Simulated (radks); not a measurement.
# Ir⁺ in [Xe] 4f14 5d6 6s1 5f1: an all-electron calculation

Aim: the levels, the sizes of the orbitals and the parts of the energy of the iridium ion Ir+.

Program: radks (a radial shooting solver on a logarithmic mesh, Libxc functionals) version 1. Level of theory: Dirac Kohn-Sham, PBEsol, spin-unpolarised, spherical densities, finite nucleus; open shells fill j = l - 1/2 first. These are calculated values, not measurements, unless marked.

### Step 1. The atom as given

| Quantity | Value |
| --- | --- |
| element | iridium (Z = 77) |
| charge | +1 |
| electrons | 76 |
| configuration | [Xe] 4f14 5d6 6s1 5f1 |
| nuclear rms radius | 5.4032 fm |

### Step 2. Self-consistent calculation

Settings of this run:

```text
Z 77
configuration [Xe] 4f14 5d6 6s1 5f1
relativity Dirac
functional pbe_sol,pbe_sol
spin unpolarised
j_filling energy
nucleus finite rms 5.4032 fm
c 137.035999084
```

Command:

```sh
$ python run_ks.py task.json out
```

All runs below come from this command, one after another.

**Question.** What will this run give?

The runs gave:

```
                        quantity                   value
                    total energy     -17848.5554 hartree
exchange-correlation share of it                  1.92 %
                            −T/E                  1.1388
          highest occupied level        5f5/2, -2.483 eV
    most extended occupied level  5f5/2, <r> = 8.33 bohr
 radius at density 0.001 e/bohr³               3.95 bohr
    maxima of the radial density                       5
```

What this shows: 6 principal shells are occupied and 5 maxima appear in the radial density; where shells overlap, one shows as a shoulder or not at all. Relativity lifts −T/E to 1.139. This is not the tabulated ground configuration, so its levels and sizes aren't those of the ground state, and no measured value stands beside it.
